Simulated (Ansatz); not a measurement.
**GeH2 + H2: a complex and its separated parts**

Aim: how far the complex at one end of a reaction step lies below its separated, relaxed parts, level by level.

Computed with Ansatz 0.2.0, Gaussian basis. Level: PBE0-D4/def2-TZVP structures, single points in def2-TZVPP, no counterpoise correction.

Levels: SPW92, PBE-D4, BLYP-D4, r2SCAN-D4, B97M-V, PBE0-D4, B3LYP-D4, r2SCAN0-D4, BHLYP-D4, CAM-B3LYP-D4, wB97X-V, wB97M-V, B2PLYP, PBE-QIDH, RPA on PBE, Hartree-Fock, MP2, CCSD, CCSD(T).

Cores are frozen in the correlated methods. Filled d shells of the heavier atoms are correlated. B3LYP uses VWN-RPA correlation. B2PLYP carries no dispersion term here.

20 further runs of the same task are left out: 20 set aside as unsound or not needed.

## (1) The system as given

The complex: 5 atoms, charge 0, spin multiplicity 1.

Atoms are counted from 1 here; the program's logs count them from 0.

Bond lengths: Ge1–H2 1.945 Å, Ge1–H4 1.588 Å, Ge1–H5 1.588 Å, H2–H3 0.790 Å. Angles: H2–Ge1–H4 89.0°, H2–Ge1–H5 89.1°, H4–Ge1–H5 92.3°, Ge1–H2–H3 83.5°.

Coordinates:

```xyz
5

Ge   -0.73604   -0.63841    0.02377
H     1.05313   -0.38016   -0.69420
H     1.00616    0.31391   -0.31994
H    -0.21369   -0.12776    1.43363
H    -1.10967    0.83231   -0.44316
```

Its parts: GeH2 holds atoms 1, 4, 5; H2 holds atoms 2, 3. Each part counts its atoms afresh in its own runs.

## (2) Relaxing GeH2 alone

relax-a/in.yaml

```yaml
crystal:
  periodic: [false, false, false]
  atoms:
    - {symbol: Ge, position_ang: [-0.736036, -0.638411, 0.023768]}
    - {symbol: H, position_ang: [-0.213685, -0.127755, 1.433629]}
    - {symbol: H, position_ang: [-1.109674, 0.832313, -0.443157]}
basis:
  gaussian: {orbitals: def2-TZVP}
hamiltonian: {xc: pbe0, dispersion: d4}
relax: {f_tol: 0.005, max_steps: 200}
```

No record of the launch command was kept for these runs.

The runs that follow: Relaxing H2 alone; wB97M-V/def2-TZVPP; CCSD(T)/def2-TZVPP; Vibrations of GeH2; Vibrations of H2.

**Question.** What will these runs give? Wanted: complex less parts, CCSD(T)/def2-TZVPP; with zero-point energy; largest T1 diagnostic.

**Answer**, as computed:

| quantity | value |
| --- | --- |
| complex less parts, CCSD(T)/def2-TZVPP | -0.216 eV |
| with zero-point energy | -0.045 eV |
| largest T1 diagnostic | 0.012 |

In words: At CCSD(T) the complex lies 0.216 eV below its parts. Among the functionals B2PLYP lands nearest to CCSD(T) (-0.005 eV) and SPW92 farthest (-0.524 eV). Mean unsigned error by rung: LDA 0.524, GGA 0.108, meta-GGA 0.109, hybrid 0.082, range-separated hybrid 0.042, double hybrid 0.052 eV. PBE-D4 gives a relative energy 0.189 eV too low, outside chemical accuracy (1 kcal/mol, 0.043 eV). No counterpoise was applied, and triple zeta lacks some correlation, so the CCSD(T) reference has a basis error of its own, and close matches with it are partly luck. The restricted Hartree–Fock reference is unstable towards an unrestricted one at one or more of these structures.
